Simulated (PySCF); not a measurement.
# [ClGeH2]− (SMILES [Cl][GeH2-]) at r2SCAN/STO-3G

What is the vertical singlet–triplet gap of [ClGeH2]− at r2SCAN/STO-3G? The job is set up through a Python script.

The calculation is run with PySCF 2.14.0.

### 1 Starting point

[ClGeH2]−: 4 atoms, total charge -1, spin state singlet. As SMILES, `[Cl][GeH2-]`. Geometry: a GFN2-xTB relaxation, a rough one for these elements and not checked as a minimum.

Bond lengths: Cl1–Ge2 2.321 Å, Ge2–H3 1.756 Å, Ge2–H4 1.757 Å. Angles: Cl1–Ge2–H3 93.9°, Cl1–Ge2–H4 93.5°, H3–Ge2–H4 86.7°.

### 2 A single-point energy at r2SCAN/STO-3G

The input, geometry.xyz:

```xyz
4

Cl    -1.566020     0.389730     1.014420
Ge     0.036260    -0.806600    -0.163840
H      0.151880     0.384060    -1.448900
H      1.377880     0.032810     0.598330
```

The input, calc.py:

```python
# [Cl][GeH2-]
from pyscf import gto, dft

molecule = gto.M(
    atom='geometry.xyz',
    spin=0,
    verbose=3,
    max_memory=1860,
    charge=-1,
    basis='sto-3g',
)

myscf = dft.RKS(molecule)
myscf.xc = 'r2scan'
myscf.grids.level = 5
myscf.conv_tol = 1e-10
myscf.kernel()
if not myscf.converged:
    myscf = myscf.newton().run(myscf.mo_coeff, myscf.mo_occ)

e_tot = myscf.e_tot
print(f'total energy: {e_tot:.8f} hartree')
```

Launch:

```bash
$ OMP_NUM_THREADS=1 python calc.py
```

What it wrote:

```text
converged SCF energy = -2509.40118742053
total energy: -2509.40118742 hartree
```

Run time: 5.4 s. Hardware: 1 thread of Intel Xeon Platinum 8488C (Sapphire Rapids), shared host; peak memory 0.24 GiB.

### 3 The triplet

The input, calc.py:

```python
from pyscf import gto, dft

system = gto.M(
    atom='''
Cl    -2.959349     0.736483     1.916976
Ge     0.068521    -1.524253    -0.309613
H      0.287012     0.725768    -2.738024
H      2.603816     0.062002     1.130680
''',
    max_memory=1860,
    verbose=4,
    charge=-1,
    basis='sto-3g',
    unit='bohr',
    spin=2,
)

mf = dft.UKS(system, xc='r2scan')
mf.conv_tol = 1e-10
mf.grids.level = 5
mf.kernel()
if not mf.converged:
    mf = mf.newton().run(mf.mo_coeff, mf.mo_occ)

e_tot = mf.e_tot
print('Final energy', e_tot)
```

Launch:

```bash
$ OMP_NUM_THREADS=1 python calc.py
```

What it wrote:

```text
PySCF version 2.14.0

[INPUT] num. atoms = 4
[INPUT] num. electrons = 52
[INPUT] charge = -1
[INPUT] spin (= nelec alpha-beta = 2S) = 2
[INPUT] symmetry False subgroup None
[INPUT] Mole.unit = bohr
[INPUT] Symbol           X                Y                Z      unit          X                Y                Z       unit  Magmom
[INPUT]  1 Cl    -1.566020049959   0.389730019830   1.014420013081 AA   -2.959349000000   0.736483000000   1.916976000000 Bohr   0.0
[INPUT]  2 Ge     0.036259751669  -0.806599951276  -0.163840143805 AA    0.068521000000  -1.524253000000  -0.309613000000 Bohr   0.0
[INPUT]  3 H      0.151880209661   0.384059886015  -1.448899903752 AA    0.287012000000   0.725768000000  -2.738024000000 Bohr   0.0
[INPUT]  4 H      1.377880088629   0.032810045431   0.598330088843 AA    2.603816000000   0.062002000000   1.130680000000 Bohr   0.0

nuclear repulsion = 149.536650620342
number of shells = 15
number of NR pGTOs = 87
number of NR cGTOs = 29
basis = sto-3g
ecp = {}

******** <class 'pyscf.dft.uks.UKS'> ********
method = UKS
initial guess = minao
damping factor = 0
level_shift factor = 0
DIIS = <class 'pyscf.scf.diis.CDIIS'>
diis_start_cycle = 1
diis_space = 8
diis_damp = 0
SCF conv_tol = 1e-10
SCF conv_tol_grad = None
SCF max_cycles = 50
direct_scf = True
direct_scf_tol = 1e-13
number electrons alpha = 27  beta = 25
XC library pyscf.dft.libxc version 7.0.0
    S. Lehtola, C. Steigemann, M. J.T. Oliveira, and M. A.L. Marques.,  SoftwareX 7, 1–5 (2018)
XC functionals = r2scan
    J. W. Furness, A. D. Kaplan, J. Ning, J. P. Perdew, and J. Sun.,  J. Phys. Chem. Lett. 11, 8208-8215 (2020)
    J. W. Furness, A. D. Kaplan, J. Ning, J. P. Perdew, and J. Sun.,  J. Phys. Chem. Lett. 11, 9248-9248 (2020)
    J. W. Furness, A. D. Kaplan, J. Ning, J. P. Perdew, and J. Sun.,  J. Phys. Chem. Lett. 11, 8208-8215 (2020)
    J. W. Furness, A. D. Kaplan, J. Ning, J. P. Perdew, and J. Sun.,  J. Phys. Chem. Lett. 11, 9248-9248 (2020)
radial grids:
    Treutler-Ahlrichs [JCP 102, 346 (1995); DOI:10.1063/1.469408] (M4) radial grids

becke partition: Becke, JCP 88, 2547 (1988); DOI:10.1063/1.454033
pruning grids: <function nwchem_prune>
grids dens level: 5
symmetrized grids: False
atomic radii adjust function: <function treutler_atomic_radii_adjust>
small_rho_cutoff = 0
Set gradient conv threshold to 1e-05
tot grids = 134864
init E= -2506.64421244419
[... the frontier-level lines of each cycle are left out ...]


cycle= 1 E= -2509.07996545739  delta_E= -2.44  |g|= 0.333  |ddm|= 2.07
cycle= 2 E= -2501.24374018926  delta_E= 7.84  |g|= 2.91  |ddm|= 4.27


cycle= 3 E= -2508.73559775446  delta_E= -7.49  |g|= 0.618  |ddm|= 3.67


cycle= 4 E= -2509.19428197271  delta_E= -0.459  |g|= 0.098  |ddm|= 1.75


cycle= 5 E= -2508.96768040858  delta_E= 0.227  |g|= 0.318  |ddm|= 1.61


cycle= 6 E= -2509.19462747634  delta_E= -0.227  |g|= 0.0944  |ddm|= 1.59


cycle= 7 E= -2509.0179543893  delta_E= 0.177  |g|= 0.282  |ddm|= 1.58


cycle= 8 E= -2509.01567598557  delta_E= 0.00228  |g|= 0.281  |ddm|= 0.0609


cycle= 9 E= -2509.01691867874  delta_E= -0.00124  |g|= 0.285  |ddm|= 0.233


cycle= 10 E= -2509.17716798513  delta_E= -0.16  |g|= 0.166  |ddm|= 1.01


cycle= 11 E= -2509.21183852096  delta_E= -0.0347  |g|= 0.0586  |ddm|= 0.974


cycle= 12 E= -2509.21781481941  delta_E= -0.00598  |g|= 0.0198  |ddm|= 0.302


cycle= 13 E= -2509.21427376344  delta_E= 0.00354  |g|= 0.0564  |ddm|= 0.312


cycle= 14 E= -2509.21603140877  delta_E= -0.00176  |g|= 0.0441  |ddm|= 0.0465


cycle= 15 E= -2509.2181643521  delta_E= -0.00213  |g|= 0.021  |ddm|= 0.0748


cycle= 16 E= -2509.21885668054  delta_E= -0.000692  |g|= 0.000535  |ddm|= 0.0794


cycle= 17 E= -2509.21885720823  delta_E= -5.28e-07  |g|= 0.000241  |ddm|= 0.00312


cycle= 18 E= -2509.2188570054  delta_E= 2.03e-07  |g|= 0.000559  |ddm|= 0.00415


cycle= 19 E= -2509.21885750291  delta_E= -4.98e-07  |g|= 0.000139  |ddm|= 0.0019


cycle= 20 E= -2509.21885754069  delta_E= -3.78e-08  |g|= 0.000108  |ddm|= 0.00148


cycle= 21 E= -2509.21885757324  delta_E= -3.25e-08  |g|= 1.22e-05  |ddm|= 0.00107


cycle= 22 E= -2509.21885757871  delta_E= -5.47e-09  |g|= 1.88e-05  |ddm|= 0.00109


cycle= 23 E= -2509.21885757935  delta_E= -6.4e-10  |g|= 3.85e-06  |ddm|= 0.000142


cycle= 24 E= -2509.21885757937  delta_E= -1.27e-11  |g|= 2.56e-06  |ddm|= 3.07e-05


Extra cycle  E= -2509.21885757594  delta_E= 3.42e-09  |g|= 4.74e-05  |ddm|= 0.000177
SCF not converged.
SCF energy = -2509.21885757594 after 50 cycles  <S^2> = 2.0025428  2S+1 = 3.0016947

******** <class 'pyscf.soscf.newton_ah.SecondOrderUKS'> ********
method = SecondOrderUKS
initial guess = minao
damping factor = 0
level_shift factor = 0
DIIS = <class 'pyscf.scf.diis.CDIIS'>
diis_start_cycle = 1
diis_space = 8
diis_damp = 0
SCF conv_tol = 1e-10
SCF conv_tol_grad = None
SCF max_cycles = 50
direct_scf = True
direct_scf_tol = 1e-13
number electrons alpha = 27  beta = 25
XC library pyscf.dft.libxc version 7.0.0
    S. Lehtola, C. Steigemann, M. J.T. Oliveira, and M. A.L. Marques.,  SoftwareX 7, 1–5 (2018)
XC functionals = r2scan
    J. W. Furness, A. D. Kaplan, J. Ning, J. P. Perdew, and J. Sun.,  J. Phys. Chem. Lett. 11, 8208-8215 (2020)
    J. W. Furness, A. D. Kaplan, J. Ning, J. P. Perdew, and J. Sun.,  J. Phys. Chem. Lett. 11, 9248-9248 (2020)
    J. W. Furness, A. D. Kaplan, J. Ning, J. P. Perdew, and J. Sun.,  J. Phys. Chem. Lett. 11, 8208-8215 (2020)
    J. W. Furness, A. D. Kaplan, J. Ning, J. P. Perdew, and J. Sun.,  J. Phys. Chem. Lett. 11, 9248-9248 (2020)
radial grids:
    Treutler-Ahlrichs [JCP 102, 346 (1995); DOI:10.1063/1.469408] (M4) radial grids

becke partition: Becke, JCP 88, 2547 (1988); DOI:10.1063/1.454033
pruning grids: <function nwchem_prune>
grids dens level: 5
symmetrized grids: False
atomic radii adjust function: <function treutler_atomic_radii_adjust>
small_rho_cutoff = 0
******** <class 'pyscf.dft.uks.UKS'> Newton solver flags ********
SCF tol = 1e-10
conv_tol_grad = None
max. SCF cycles = 50
direct_scf = True
direct_scf_tol = 1e-13
max_cycle_inner = 12
max_stepsize = 0.05
ah_start_tol = 1e+09
ah_level_shift = 0
ah_conv_tol = 1e-12
ah_lindep = 1e-14
ah_start_cycle = 1
ah_max_cycle = 40
ah_grad_trust_region = 2.5
kf_interval = 4
kf_trust_region = 5
canonicalization = True
Set conv_tol_grad to 1e-05


Initial guess E= -2509.21885757594  |g|= 4.73739e-05
macro= 0  E= -2509.21885757939  delta_E= -3.44426e-09  |g|= 4.73739e-05  1 KF 3 JK
macro= 1  E= -2509.21885757938  delta_E= 3.63798e-12  |g|= 4.41834e-07  1 KF 2 JK
Canonicalize SCF orbitals
macro X = 2  E=-2509.21885757938  |g|= 4.41834e-07  total 3 KF 8 JK


converged SCF energy = -2509.21885757938  <S^2> = 2.0025427  2S+1 = 3.0016947
Final energy -2509.2188575793816
```

It took 21 s on 1 thread of Intel Xeon Platinum 8488C (Sapphire Rapids), shared host; peak memory 0.44 GiB.

### 4 What came out

Level: r2SCAN/STO-3G.

```
                                        quantity           value
                           singlet: total energy  -2509.40119 Eh
                            singlet: HOMO energy         6.55 eV
                            singlet: LUMO energy        10.14 eV
                          singlet: HOMO–LUMO gap         3.60 eV
                           triplet: total energy  -2509.21886 Eh
     triplet: HOMO energy (highest over α and β)         9.26 eV
                                   triplet: ⟨S²⟩           2.003
vertical energy of the triplet above the singlet        4.961 eV
```

The triplet holds its last electron at positive energy: it is probably unbound, and the gap below is then set by the finite basis. At this shape the triplet lies 4.96 eV (479 kJ/mol) above the singlet. For an anion a state so high probably lies above electron detachment. The HOMO of this anion lies above zero, so its frontier levels hang on the basis. Mulliken charges (singlet) run from -0.53 on Cl1 to -0.02 on Ge2. The HOMO (singlet) lies at positive energy, 6.55 eV, as semi-local functionals often give for anions: either the electron is unbound or self-interaction and a compact basis push the level up; values depend on the basis. The HOMO (triplet) lies at positive energy, 9.26 eV, as semi-local functionals often give for anions: either the electron is unbound or self-interaction and a compact basis push the level up; values depend on the basis.
